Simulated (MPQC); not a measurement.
# C6H7NO (3-aminophenol) at 3 levels

We compute a comparison of 3 runs (HF/3-21G, USVWN2/pcseg-0, MP2/6-31G) of C6H7NO (3-aminophenol). 

The results are computed with MPQC 2.3.1.

8 further runs of the same task are left out: 3 that didn't finish, 5 set aside as unsound or not needed.

## Step 1: The molecule

C6H7NO has 15 atoms, charge 0, and is taken as a singlet. SMILES: `Nc1cccc(O)c1`. The coordinates come from a GFN2-xTB relaxation. This is one conformer, not always the lowest.

Bond lengths: N1–C2 1.380 Å, C2–C3 1.396 Å, C3–C4 1.379 Å, C4–C5 1.384 Å, C5–C6 1.390 Å, C6–O7 1.364 Å, C2–C8 1.392 Å, C6–C8 1.386 Å, N1–H9 1.007 Å, N1–H10 1.006 Å, C3–H11 1.080 Å, C4–H12 1.080 Å, C5–H13 1.081 Å, O7–H14 0.964 Å, C8–H15 1.079 Å. Some angles: N1–C2–C3 120.5°, N1–C2–C8 120.3°, C3–C2–C8 119.1°, C2–C3–C4 120.1°, C3–C4–C5 120.8°, C4–C5–C6 119.3°, C5–C6–O7 121.9°, C5–C6–C8 120.2°, O7–C6–C8 117.9°, C2–C8–C6 120.4°.

## Step 2: Energy and gradient at HF/3-21G (run 1)

run.in

```
molecule<Molecule>: (
  symmetry = auto
  unit = bohr
  { atoms geometry } = {
    N  [ 1.81699057   2.50876261   3.54525849 ]
    C  [ 0.95835571   1.01007751   1.59175411 ]
    C  [ 2.09118983  -1.32031385   1.09224280 ]
    C  [ 1.13228610  -2.86688461  -0.77416410 ]
    C  [ -0.95047555  -2.13990697  -2.17974239 ]
    C  [ -2.08502932   0.17867361  -1.69430955 ]
    O  [ -4.13436171   0.99785098  -3.02575388 ]
    C  [ -1.13442149   1.74525656   0.17820117 ]
    H  [ 1.30655664   4.34175915   3.48826435 ]
    H  [ 3.60136446   2.19695780   4.12496977 ]
    H  [ 3.71697790  -1.90157471   2.18072505 ]
    H  [ 2.01949362  -4.66605506  -1.15078652 ]
    H  [ -1.69196629  -3.35706067  -3.64452580 ]
    H  [ -4.60172878  -0.26399474  -4.25507742 ]
    H  [ -2.04523169   3.53645237   0.52294391 ]
  }
)
basis<GaussianBasisSet>: (
  name = "3-21G"
  molecule = $:molecule
  basisdir = "."
  puream = yes
)
mpqc: (
  checkpoint = no
  savestate = no
  restart = no
  do_energy = yes
  do_gradient = yes
  optimize = no
  mole<CLHF>: (
    molecule = $:molecule
    basis = $:basis
    total_charge = 0
    memory = 1000000000
    print_evals = yes
    print_npa = yes
    maxiter = 60
    guess_wavefunction<CLHF>: (
      molecule = $:molecule
      total_charge = 0
      memory = 1000000000
      value_accuracy = 1e-3
      basis<GaussianBasisSet>: (
        name = "MINI (Huzinaga)"
        molecule = $:molecule
      )
    )
  )
)
```

The basis set 3-21G is read from a file made from the Basis Set Exchange's data (not shown).

Launch:

```sh
$ mpqc -o run.out run.in
```

Output:

```text
MPQC: Massively Parallel Quantum Chemistry
[...]
  LUMO is    30   A =   0.158194
  total scf energy = -358.5833811919
[...]
Value of the MolecularEnergy: -358.5833811919
  Gradient of the MolecularEnergy:
      1   -0.0127863844
      2   -0.0131758099
      3    0.0038759025
      4    0.0104672401
      5    0.0070507799
      6    0.0009663063
      7   -0.0058622448
      8    0.0031183631
      9   -0.0007249632
     10   -0.0011339177
     11    0.0008027826
     12    0.0007249521
[...]
      symmetry = c1
[...]
```

Run time: 54 s. Hardware: 1 thread of AMD EPYC 9R45 (Zen 5), shared host; peak memory 0.55 GiB.

## Step 3: A single-point energy at USVWN2/pcseg-0 (Cartesian functions) (run 2)

job.in

```
% emacs should use -*- KeyVal -*- mode
molecule<Molecule>: (
  symmetry = c1
  unit = angstrom
  { atoms geometry } = {
    N  [ 0.961510 1.327580 1.876070 ]
    C  [ 0.507140 0.534510 0.842320 ]
    C  [ 1.106610 -0.698680 0.577990 ]
    C  [ 0.599180 -1.517090 -0.409670 ]
    C  [ -0.502970 -1.132390 -1.153470 ]
    C  [ -1.103350 0.094550 -0.896590 ]
    O  [ -2.187810 0.528040 -1.601160 ]
    C  [ -0.600310 0.923550 0.094300 ]
    H  [ 0.691400 2.297560 1.845910 ]
    H  [ 1.905760 1.162580 2.182840 ]
    H  [ 1.966940 -1.006270 1.153990 ]
    H  [ 1.068670 -2.469170 -0.608970 ]
    H  [ -0.895350 -1.776480 -1.928600 ]
    H  [ -2.435130 -0.139700 -2.251690 ]
    H  [ -1.082290 1.871410 0.276730 ]
  }
)
basis<GaussianBasisSet>: (
  name = "pcseg-0"
  molecule = $:molecule
  basisdir = "."
  puream = no
)
mpqc: (
  checkpoint = no
  savestate = no
  restart = no
  do_energy = yes
  do_gradient = no
  optimize = no
  mole<UKS>: (
    molecule = $:molecule
    basis = $:basis
    total_charge = 0
    multiplicity = 1
    memory = 1000000000
    print_evals = yes
    print_npa = yes
    maxiter = 60
    level_shift = 0.5
    functional<StdDenFunctional>: ( name = "SVWN2" )
    integrator<RadialAngularIntegrator>: ( grid = coarse )
    guess_wavefunction<UHF>: (
      molecule = $:molecule
      total_charge = 0
      multiplicity = 1
      memory = 1000000000
      value_accuracy = 1e-3
      basis<GaussianBasisSet>: (
        name = "STO-3G"
        molecule = $:molecule
      )
    )
  )
)
```

The basis set pcseg-0 is read from a file made from the Basis Set Exchange's data (not shown).

Launch:

```sh
$ mpqc job.in > job.out
```

Output:

```text
MPQC: Massively Parallel Quantum Chemistry
[...]
  Integrated electron density error = -0.006371430516
  iter     1 energy = -358.4509837551 delta = 1.19643e-01
  Integrated electron density error = -0.006374096298
  iter     2 energy = -358.7652101340 delta = 2.34455e-02
[...]
  Integrated electron density error = -0.000701778801
  iter    16 energy = -358.8073106768 delta = 3.56518e-06
  Integrated electron density error = -0.000701779967
  iter    17 energy = -358.8073106868 delta = 2.56429e-06
  Integrated electron density error = -0.000701780031
  iter    18 energy = -358.8073106905 delta = 1.61339e-06
  Integrated electron density error = -0.000701780246
  iter    19 energy = -358.8073106921 delta = 1.10837e-06
[...]
  <S^2>      = -0.000000
  total scf energy = -358.8073106921
Value of the MolecularEnergy: -358.8073106921
[...]
        symmetry = c1
[...]
        nbasis = 86
[...]
      nalpha = 29
      nbeta = 29
[...]
```

Wall time 60 s (1 thread of AMD EPYC 9R45 (Zen 5), shared host); peak memory 0.56 GiB.

## Step 4: The energy at MP2/6-31G (run 3)

mol.in

```
% C6H7NO
molecule<Molecule>: (
   symmetry = auto
   unit = bohr
   { atoms geometry } = {
      N  [ 1.81699057 2.50876261 3.54525849 ]
      C  [ 0.95835571 1.01007751 1.59175411 ]
      C  [ 2.09118983 -1.32031385 1.09224280 ]
      C  [ 1.13228610 -2.86688461 -0.77416410 ]
      C  [ -0.95047555 -2.13990697 -2.17974239 ]
      C  [ -2.08502932 0.17867361 -1.69430955 ]
      O  [ -4.13436171 0.99785098 -3.02575388 ]
      C  [ -1.13442149 1.74525656 0.17820117 ]
      H  [ 1.30655664 4.34175915 3.48826435 ]
      H  [ 3.60136446 2.19695780 4.12496977 ]
      H  [ 3.71697790 -1.90157471 2.18072505 ]
      H  [ 2.01949362 -4.66605506 -1.15078652 ]
      H  [ -1.69196629 -3.35706067 -3.64452580 ]
      H  [ -4.60172878 -0.26399474 -4.25507742 ]
      H  [ -2.04523169 3.53645237 0.52294391 ]
   }
)
basis<GaussianBasisSet>: (
   name = "6-31G"
   molecule = $:molecule
   puream = yes
)
mpqc: (
   checkpoint = no
   savestate = no
   restart = no
   do_energy = yes
   do_gradient = no
   optimize = no
   mole<MBPT2>: (
      molecule = $:molecule
      basis = $:basis
      memory = 1000000000
      method = mp
      nfzc = 0
      reference<CLHF>: (
         molecule = $:molecule
         basis = $:basis
         total_charge = 0
         memory = 1000000000
         print_evals = yes
         maxiter = 100
         guess_wavefunction<CLHF>: (
            molecule = $:molecule
            total_charge = 0
            memory = 1000000000
            value_accuracy = 1e-3
            basis<GaussianBasisSet>: (
               name = "MINI (Huzinaga)"
               molecule = $:molecule
            )
         )
      )
   )
)
```

Launch:

```sh
$ mpqc mol.in > mol.out
```

Output:

```text
MPQC: Massively Parallel Quantum Chemistry
[...]
  LUMO is    30   A =   0.152521
  total scf energy = -360.4528470804
[...]
  MP2 correlation energy [au]:         -0.749943942224
  MP2 energy [au]:                   -361.202791022575
Value of the MolecularEnergy: -361.2027910226
[...]
        symmetry = c1
[...]
```

It took 17 s on 1 thread of AMD EPYC 9R45 (Zen 5), shared host; peak memory 0.49 GiB.

## Step 5: The series

```csv
run,level,task,Cartesian functions,energy (Eh),HOMO energy (eV),LUMO energy (eV),HOMO–LUMO gap (eV),wall time
1,HF/3-21G,gradient,no,-358.583381,-7.91,4.30,12.21,54 s
2,USVWN2/pcseg-0 (Cartesian functions),energy,yes,-358.807311,–,–,–,60 s
3,MP2/6-31G,energy,no,-361.202791,-7.95,4.15,12.10,17 s
```

## Step 6: Outcome

| quantity | value |
| --- | --- |
| run 3: total energy | -361.20279 Eh |
| run 3: HOMO energy (Hartree–Fock orbitals) | -7.95 eV |
| run 3: LUMO energy (Hartree–Fock orbitals) | 4.15 eV |
| run 3: HOMO–LUMO gap (Hartree–Fock orbitals) | 12.10 eV |
| run 3: correlation energy | -749.9 mEh |

All runs together took 2.2 min, the longest 60 s.
